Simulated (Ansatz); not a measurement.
Ge2Sb2Te5:

```
Te Sb Ge
1.0
     6.83914   -3.06601    0.00000
     6.83914    3.06601    0.00000
    -6.83098    0.00000    6.84761
Te Sb Ge
5 2 2
Direct
  0.59470 0.59470 0.38643
  0.79529 0.79529 0.19611
  0.00832 0.00832 0.00643
  0.20652 0.20652 0.80980
  0.39996 0.39996 0.59712
  0.90171 0.90171 0.58787
  0.11187 0.11187 0.41735
  0.28429 0.28429 0.18783
  0.49734 0.49734 0.01104
```

The cell comes from a database or a generator and needn't be the stable form of this composition.

| Quantity | Value |
| --- | --- |
| Program | Ansatz 0.2.0 |
| Task | relaxation of cell and atoms |
| Functional | PBE |
| Dispersion | D4 |
| Potentials or basis | Ansatz PAW |
| Cutoff | 420 eV (not typed: the program's choice for these potentials) |
| k mesh | 5 × 5 × 4 |
| Occupations | fermi-dirac, width 0.05 eV |
| Spin | no spin polarisation |

At the start: volume 31.91 Å³/atom.

Question: Where does the relaxation end?

Answer: It ends after 11 steps and the volume is 30.96 Å³/atom (-3.0 %); space group Cm (No. 8, to 0.05 Å).

The path:
```
step  energy change (eV)  largest force (eV/Å)  volume (Å³)
   1              0.0000                0.3688       287.17
   2             -0.1299                0.2313       276.38
   3             -0.1459                0.1173       277.99
   4             -0.1463                0.1907       277.38
   5             -0.1544                0.1217       277.74
   6             -0.1648                0.0868       278.21
   7             -0.1680                0.0383       278.39
   8             -0.1687                0.0221       278.64
   9             -0.1689                0.0171       278.59
  10             -0.1690                0.0057       278.60
  11             -0.1675                0.0057       278.60
```

Final structure:
```cif
data_structure
_symmetry_space_group_name_H-M 'P 1'
_symmetry_Int_Tables_number 1
_cell_length_a 7.4571
_cell_length_b 7.4571
_cell_length_c 9.6255
_cell_angle_alpha 130.813
_cell_angle_beta 130.813
_cell_angle_gamma 48.214
_cell_volume 278.60
loop_
_atom_site_label
_atom_site_type_symbol
_atom_site_fract_x
_atom_site_fract_y
_atom_site_fract_z
_atom_site_occupancy
Te1 Te 0.60595 0.60595 0.40605 1
Te2 Te 0.80216 0.80216 0.18674 1
Te3 Te 0.99587 0.99587 0.99368 1
Te4 Te 0.20993 0.20993 0.80634 1
Te5 Te 0.41394 0.41394 0.60178 1
Sb1 Sb 0.89125 0.89125 0.57028 1
Sb2 Sb 0.11638 0.11638 0.42560 1
Ge1 Ge 0.27253 0.27253 0.19295 1
Ge2 Ge 0.49200 0.49200 0.01658 1
```

Caveat: the plane-wave basis is chosen anew once the cell has moved, so the energies of steps on either side of that aren't comparable.
